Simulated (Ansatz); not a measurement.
A nudged elastic band was laid between two geometries of a periodic cell of 15 atoms, Al₆GeH₂N₆ (surface AlN(111), adsorbate GeH2).

Theory: Ansatz 0.2.0, DFT PBEsol, scalar-relativistic, plane waves, PAW. Settings: PAW set soft_1, cutoff 420 eV, k mesh 2x2x1, gaussian smearing 0.05 eV, no spin polarisation.

```
movable images  : 5
climbing image  : yes
spring          : 5.0 eV/Å²
optimiser       : quadratic models (default)
start path      : IDPP
force threshold : 0.03 eV/Å
iteration limit : 40
end points      : relaxed
atoms held      : 1 to 1
```

Image 0:

```xyz
15
Lattice="5.4456 0.0000 0.0000 -2.7228 5.2852 0.0000 0.0000 0.0000 16.3240" Properties=species:S:1:pos:R:3
Al 3.630 0.000 1.000
Al -0.369 2.747 1.519
N 1.229 3.498 1.278
N 4.928 0.984 2.029
Al 1.247 0.343 2.057
Al 2.245 3.111 2.778
N -1.453 3.812 2.553
N 2.240 1.272 3.260
Al 3.958 0.915 3.833
Al -0.373 3.707 4.129
N 1.431 4.212 4.256
N -1.303 2.433 5.019
Ge 2.564 3.255 5.633
H 3.009 4.421 6.542
H 1.620 2.260 6.317
```

Image 6:

```xyz
15
Lattice="5.4456 0.0000 0.0000 -2.7228 5.2852 0.0000 0.0000 0.0000 16.3240" Properties=species:S:1:pos:R:3
Al 3.630 0.000 1.000
Al -0.324 2.843 1.768
N 1.274 3.564 1.438
N 4.933 1.022 2.002
Al 1.285 0.386 2.236
Al 2.221 3.258 3.009
N -1.406 3.841 2.910
N 2.188 1.458 3.397
Al 3.889 0.922 3.663
Al -0.415 3.732 4.562
N 1.364 4.426 4.372
N -0.614 1.827 5.087
Ge 2.791 5.140 5.577
H 4.128 1.865 5.845
H 2.085 5.182 6.985
```

Question: Which bonds break or form, and what moves?

Answer: Contacts lost: Ge13–H14. Contacts made: Al9–Ge13, N12–H14. The atom that moves furthest is H15, by 3.03 Å; four of its nearest neighbours are Ge13 1.53, H14 2.58, N12 2.84, N11 2.84 Å at the first end and Ge13 1.58, H14 2.37, N12 2.71, N11 2.81 Å at the last.

Question: What energy profile does the band end with?

Answer: The forces met the threshold. The highest image is number 2 of 0 to 6, 1.73 eV above the first end and 2.91 eV above the last; the last end lies 1.18 eV below the first. The profile has 2 maxima (images 2, 5) with wells between them (image 4): this band takes more than one step, which may be the mechanism or a detour left from its start path. Neighbouring images differ by up to 2.3 eV, so the band resolves the path poorly. By the program's own check the climbing image is of a kind that is not told: the force calls were inconclusive, a negative curvature could not be distinguished from the path's own, the only one lies far off the path, or fixed occupations may fill a level only in part (lowest curvatures found: -8.75 and 0.10 eV/Å²). Limits of this set-up: coarse k mesh, thin slab, slab without dipole correction, no dispersion correction for a molecule that may bind weakly, PAW files made for another functional.

| image | path coordinate (Å) | energy (eV) | Ge13–H14 (Å) | Al9–Ge13 (Å) | N12–H14 (Å) |
| --- | --- | --- | --- | --- | --- |
| 0 | 0.00 | 0.00 | 1.54 | 3.27 | 2.75 |
| 1 | 0.84 | 0.41 | 1.53 | 3.21 | 2.34 |
| 2 | 1.68 | 1.73 | 1.63 | 3.44 | 1.57 |
| 3 | 3.06 | -0.57 | 2.49 | 3.45 | 1.03 |
| 4 | 4.44 | -0.82 | 2.81 | 3.29 | 1.03 |
| 5 | 5.82 | -0.67 | 2.86 | 2.87 | 1.03 |
| 6 | 7.19 | -1.18 | 2.46 | 2.73 | 1.04 |

Question: What is the geometry of the highest image?

Answer: 
```xyz
15
Lattice="5.4456 0.0000 0.0000 -2.7228 5.2852 0.0000 0.0000 0.0000 16.3240" Properties=species:S:1:pos:R:3
Al 3.630 0.000 1.000
Al -0.395 2.769 1.523
N 1.211 3.503 1.314
N 4.928 1.001 1.988
Al 1.250 0.370 2.003
Al 2.223 3.113 2.815
N -1.500 3.837 2.519
N 2.259 1.244 3.255
Al 4.001 0.947 3.813
Al -0.433 3.863 4.089
N 1.400 4.283 4.260
N -1.293 2.519 4.989
Ge 2.394 3.320 5.712
H 3.903 3.298 6.331
H 1.498 2.076 5.948
```

The run took 11 min on 1 thread of Arm Neoverse V2, on a shared host, peak memory 0.83 GiB.
